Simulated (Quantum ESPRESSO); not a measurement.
## Zn3P under changes of volume

One of the cells (15.708 Å³/atom); the others are scaled copies at fixed shape and fractional positions:

```
Zn P
1.0
     3.97552    0.00000    0.00000
     0.00000    3.97552    0.00000
     0.00000    0.00000    3.97552
Zn P
3 1
Direct
  0.50000 0.50000 0.00000
  0.50000 0.00000 0.50000
  0.00000 0.50000 0.50000
  0.00000 0.00000 0.00000
```

The cell comes from a database or a generator and needn't be the stable form of this composition.

| Item | Value |
| --- | --- |
| Program | Quantum ESPRESSO 7.5 |
| Functional | PBE |
| Potentials or basis | SSSP 1.3 efficiency PBE |
| Cutoff | 748 eV |
| Density cutoff | 5987 eV |
| k mesh | 7 × 7 × 7 |
| Occupations | fermi-dirac, width 0.05 eV |
| Spin | no spin polarisation |

```tsv
volume (Å³/atom)	energy over the lowest point (meV/atom)	pressure (GPa)
14.766	10.54	4.5
15.080	3.42	2.5
15.394	?	?
15.708	0.00	-0.9
16.022	2.87	-2.3
16.336	8.32	-3.5
16.650	16.04	-4.6
```

What does the run at 15.394 Å³/atom give?

Energy over the lowest point 0.05 meV/atom; pressure 0.7 GPa.

Worked out: A Birch-Murnaghan fit of order 3 (a polynomial in V^(-2/3)) to the other rows has its minimum at 15.55 Å³/atom with B0 = V·E''(V) = 78 GPa and B' = 5.2. It gives 0.05 meV/atom at 15.394 Å³/atom, against the run's 0.05, and -dE/dV = 0.8 GPa, against 0.7.

Energies are extrapolated to zero smearing.
